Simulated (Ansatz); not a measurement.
# CH₅GeNO: a ladder of functionals and wavefunction methods

Aim: compute CH₅GeNO with functionals from several rungs and with coupled cluster, and see how far each lands from CCSD(T) at the basis-set limit for the atomisation energy.

The runs use Ansatz 0.2.0, Gaussian basis; functionals in def2-TZVPP, the program's frozen cores in correlated methods.

The runs, in order: PBE-D4, r2SCAN-D4, PBE0-D4, B3LYP-D4, ωB97X-V, ωB97M-V, B2PLYP; CCSD(T)/def2-TZVPP; MP2/def2-QZVPP; extrapolation to the limit.

### 1 Structure used throughout

All runs share one geometry, relaxed beforehand with PBE0-D4 in a triple-zeta def2 set.

9 atoms, charge 0, spin multiplicity 1.

Atoms are counted from 1 here; the program's logs count them from 0.

Bond lengths: O1–C2 1.332 Å, O1–H5 0.963 Å, C2–N3 1.289 Å, C2–Ge4 2.471 Å, C2–H6 1.094 Å, N3–Ge4 2.353 Å, N3–H7 1.015 Å, Ge4–H8 1.583 Å, Ge4–H9 1.572 Å. Angles: C2–O1–H5 109.8°, O1–C2–N3 118.5°, O1–C2–Ge4 105.7°, O1–C2–H6 115.7°, N3–C2–Ge4 69.5°, N3–C2–H6 125.0°, Ge4–C2–H6 104.1°, C2–N3–Ge4 79.6°, C2–N3–H7 110.5°, Ge4–N3–H7 96.4°, C2–Ge4–N3 30.9°, C2–Ge4–H8 103.9°, C2–Ge4–H9 104.2°, N3–Ge4–H8 82.4°, N3–Ge4–H9 85.4°, H8–Ge4–H9 97.2°.

### 2 PBE-D4 (GGA)

in.yaml reads:

```yaml
crystal:
  periodic: [false, false, false]
  atoms:
    - {symbol: O, position_ang: [-1.127485, 1.386072, 0.412598]}
    - {symbol: C, position_ang: [0.064904, 0.793014, 0.457750]}
    - {symbol: N, position_ang: [0.149833, -0.377253, 0.991049]}
    - {symbol: Ge, position_ang: [0.007385, -0.958326, -1.284182]}
    - {symbol: H, position_ang: [-1.084369, 2.163044, -0.154308]}
    - {symbol: H, position_ang: [0.917879, 1.419154, 0.179404]}
    - {symbol: H, position_ang: [1.121458, -0.642878, 1.114173]}
    - {symbol: H, position_ang: [1.202218, -1.921547, -0.896252]}
    - {symbol: H, position_ang: [-1.163222, -1.907681, -0.837430]}
basis:
  gaussian: {orbitals: def2-TZVPP}
hamiltonian: {xc: pbe, dispersion: d4}
output: {forces: true, orbitals: {seedname: orbitals}}
```

Run with:

```bash
$ ansatz run in.yaml --threads 4 --pin off --events-out ev --progress --plain --max-ram 10444MiB
```

After this run come: r2SCAN-D4 (meta-GGA); PBE0-D4 (hybrid); B3LYP-D4 (hybrid); ωB97X-V (range-separated); ωB97M-V (range-separated); B2PLYP (double hybrid); CCSD(T) in def2-TZVPP; MP2 in def2-QZVPP.

**Question.** What will the summary of the whole plan be? Wanted: atomisation energy, CCSD(T)/CBS; farthest; mean size of error, hybrid; mean size of error, range-separated; gap, smallest and largest; T1 diagnostic; triples share of the correlation energy.

The runs gave:

| quantity | value |
| --- | --- |
| atomisation energy, CCSD(T)/CBS | 705.2 kcal/mol |
| functionals within 7.1 kcal/mol (1.0 %) | r2SCAN-D4, PBE0-D4, B3LYP-D4, ωB97X-V, ωB97M-V |
| farthest | PBE-D4 (+23.5 kcal/mol) |
| mean size of error, hybrid | 1.7 kcal/mol |
| mean size of error, range-separated | 1.4 kcal/mol |
| gap, smallest and largest | 3.27 eV (PBE-D4), 9.42 eV (ωB97X-V) |
| T1 diagnostic | 0.0142 |
| triples share of the correlation energy | 4.1 % |

What this shows: PBE-D4 is off by +23.5 kcal/mol. Double hybrids carry the basis error of their MP2 part in triple zeta, and no dispersion term here, so their miss is partly the set-up's. Misses under about 7.1 kcal/mol are within the doubt on the reference itself, which lacks core-valence correlation, relativity and higher excitations, and its outer-core shells are covered unevenly. Hartree-Fock recovers 64 % of the binding; the rest is correlation. Orbital gaps span 3.3 to 9.4 eV; exact exchange widens them. Correlated methods include outer-core shells of Ge, which these sets cover unevenly.
